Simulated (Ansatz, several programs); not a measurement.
A 12-atom cell of HfSiO₄ started from a crystallographic database, relaxed with PBE in Ansatz (plane waves, PAW): the symmetry is I4_1/amd (No. 141, tetragonal); a = 6.645 Å, c = 6.014 Å in the conventional setting, 11.07 Å³ an atom. Around Hf lie 8 O at 2.14–2.28 Å; around Si lie 4 O at 1.64 Å; around O lie 1 Si at 1.64 Å and 2 Hf at 2.14–2.28 Å. The cell was then scaled with its shape and fractional coordinates held, which makes it stiffer than a relaxed compression. Spin-unpolarised throughout; all numbers are computed.

```
V (Å³/atom)  E (meV/atom)
     10.403         31.98
     10.735          7.57
     11.067          0.00
     11.731         26.05
```

(1) Pass a cubic E = c₀ + c₁u + c₂u² + c₃u³, with u = V − 10.984 Å³, through these points.

(2) Where is the minimum, and what bulk modulus follows?

(3) Predict the energy and the pressure at the withheld volume, 11.399 Å³.

Answers

(1) c₀ = 0.44, c₁ = -10.925, c₂ = 68.454, c₃ = -10.6232 (meV and Å³).

(2) dE/du = 0 at u = +0.081, so V₀ = 11.07 Å³. B = V₀ d²E/dV² = 11.07 × (2c₂ + 6c₃u) = 11.07 × 131.724 = 1458 meV/Å³, and 1 meV/Å³ is 0.16022 GPa: 234 GPa. A third-order Birch-Murnaghan fit to all five points gives 11.07 Å³ and 231 GPa.

(3) With u = +0.415: E ≈ 6.94 meV and P = −dE/dV ≈ -6.47 GPa. The run gives 6.85 meV and, from its stress, -6.44 GPa.
